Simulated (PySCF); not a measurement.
# DyH9N3 (Dy(NH3)33+): the cost of one run

Method: B3LYP, Dy lcecp-1-SVP with ECP55, N def2-SVP, H def2-SVP; scalar-relativistic core potentials, no spin–orbit coupling; program: PySCF 2.14.0.

2 further runs of the same task are left out: 2 for a known fault of the program.

**1. Where the work starts**

13 atoms, charge 3, spin multiplicity 1.

Bond lengths: Dy1–N2 2.507 Å, Dy1–N6 2.508 Å, Dy1–N10 2.508 Å, N2–H3 1.020 Å, N2–H4 1.020 Å, N2–H5 1.020 Å, N6–H7 1.020 Å, N6–H8 1.020 Å, N6–H9 1.020 Å, N10–H11 1.020 Å, N10–H12 1.020 Å, N10–H13 1.020 Å. Angles: N2–Dy1–N6 120.0°, N2–Dy1–N10 120.0°, N6–Dy1–N10 120.0°, Dy1–N2–H3 113.0°, Dy1–N2–H4 113.0°, Dy1–N2–H5 113.0°, H3–N2–H4 105.8°, H3–N2–H5 105.8°, H4–N2–H5 105.8°, Dy1–N6–H7 113.0°, Dy1–N6–H8 113.0°, Dy1–N6–H9 113.0°, H7–N6–H8 105.8°, H7–N6–H9 105.8°, H8–N6–H9 105.8°, Dy1–N10–H11 113.0°, Dy1–N10–H12 113.0°, Dy1–N10–H13 113.0° and more.

As a file:

```
Dy    0.00000    0.00000    0.00000
N     2.50750    0.00000    0.00000
H     2.90550   -0.46960    0.81330
H     2.90550   -0.46960   -0.81330
H     2.90550    0.93920    0.00000
N    -1.25370    2.17160    0.00000
H    -1.04610    2.75100    0.81330
H    -1.04610    2.75100   -0.81330
H    -2.26610    2.04660    0.00000
N    -1.25380   -2.17160    0.00000
H    -1.85940   -2.28140    0.81330
H    -1.85940   -2.28140   -0.81330
H    -0.63940   -2.98580    0.00000
```

Formal oxidation states: Dy +3. Each metal's 9 4f electrons lie in its core potential, so multiplicities, spins and levels count the valence alone.

**2. SCF at the start, singlet**

The input, run.py (the lines that set the calculation):

```python
mol = gto.M(atom='''
Dy     0.00000     0.00000     0.00000
N      2.50750     0.00000     0.00000
H      2.90550    -0.46960     0.81330
H      2.90550    -0.46960    -0.81330
H      2.90550     0.93920     0.00000
N     -1.25370     2.17160     0.00000
H     -1.04610     2.75100     0.81330
H     -1.04610     2.75100    -0.81330
H     -2.26610     2.04660     0.00000
N     -1.25380    -2.17160     0.00000
H     -1.85940    -2.28140     0.81330
H     -1.85940    -2.28140    -0.81330
H     -0.63940    -2.98580     0.00000''',
    basis={'Dy': 'lcecp-1-SVP', 'N': 'def2-SVP', 'H': 'def2-SVP'},
    ecp={'Dy': 'lcecp-1-SVP'},
    charge=3, spin=0)
mf = dft.RKS(mol, xc='B3LYP')
mf.grids.atom_grid = (50, 194)  # f atoms: unpruned, at least (60, 302)
mf = mf.density_fit()  # fitting sets: Dy AutoAux, N def2-universal-JKFIT, H def2-universal-JKFIT
mf.conv_tol = 1e-08; mf.max_cycle = 55
mf.kernel(dm0)  # dm0: free metal ions and neutral atoms
```

On the command line:

```console
$ OMP_NUM_THREADS=2 python run.py
```

What time and memory should one allow on 2 threads of Intel Xeon Platinum 8488C (Sapphire Rapids), shared host?

About 4.4 s, with a peak of 0.78 GiB.
